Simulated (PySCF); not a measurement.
# O7Re2 (Re2(O)3(O)4): the cost of one run

Program: PySCF 2.14.0. Level of theory: PBE0, Re def2-SVP with ECP60, O def2-SVP; scalar-relativistic core potentials, no spin–orbit coupling. These are calculated values, not measurements.

3 further runs of the same task are left out: 2 for a known fault of the program, 1 that didn't finish.

## 1. Where the work starts

9 atoms, charge 0, spin multiplicity 1.

Bond lengths: Re1–O3 1.878 Å, Re1–O4 1.691 Å, Re1–O6 1.691 Å, Re1–O7 1.691 Å, Re2–O3 1.878 Å, Re2–O5 1.691 Å, Re2–O8 1.691 Å, Re2–O9 1.691 Å. Angles: O3–Re1–O4 110.4°, O3–Re1–O6 110.4°, O3–Re1–O7 110.5°, O4–Re1–O6 108.4°, O4–Re1–O7 108.5°, O6–Re1–O7 108.5°, O3–Re2–O5 110.4°, O3–Re2–O8 110.5°, O3–Re2–O9 110.4°, O5–Re2–O8 108.5°, O5–Re2–O9 108.4°, O8–Re2–O9 108.5°, Re1–O3–Re2 179.8°.

Geometry (Å):

```xyz
9
charge 0, multiplicity 1
Re   -0.03576    0.46985    1.81809
Re   -0.03576   -0.46985   -1.81809
O    -0.03941    0.00000    0.00000
O    -1.28026    1.56658    2.14646
O    -1.28026   -1.56658   -2.14646
O     1.43571    1.18890    2.23835
O    -0.25842   -0.90065    2.78328
O    -0.25842    0.90065   -2.78328
O     1.43571   -1.18890   -2.23835
```

Formal oxidation states: Re +7. An earlier session relaxed this geometry at PBE0, Re def2-SVP with ECP60, O def2-SVP (singlet, point group D3).

Its energy there is -682.400730 Eh.

## 2. Atoms moved at random, σ = 0.1 Å

The input, run.py (the lines that set the calculation):

```python
mol = gto.M(atom='''
Re    -0.07744     0.46571     1.76525
Re     0.13173    -0.47359    -1.78641
O     -0.10218     0.08361     0.00505
O     -1.35032     1.55405     2.02370
O     -1.38501    -1.58405    -2.16665
O      1.34282     1.21448     2.40716
O     -0.04632    -0.81904     2.69175
O     -0.38156     0.88977    -2.74412
O      1.55141    -1.33095    -2.19573''',
    basis={'Re': 'def2-SVP', 'O': 'def2-SVP'},
    ecp={'Re': 'def2-SVP'},
    charge=0, spin=0)
mf = dft.RKS(mol, xc='PBE0')
mf.grids.atom_grid = (50, 194)
mf = mf.density_fit()  # fitting sets: Re def2-universal-JKFIT, O def2-universal-JKFIT
mf.conv_tol = 1e-08; mf.max_cycle = 55
mf.kernel(dm0)  # dm0: the density of the relaxed state
```

Launch:

```
$ OMP_NUM_THREADS=4 python run.py
```

**Question.** How long does this run take on 4 threads of AMD EPYC 7R43 (Zen 3), shared host?

About 9.6 s.
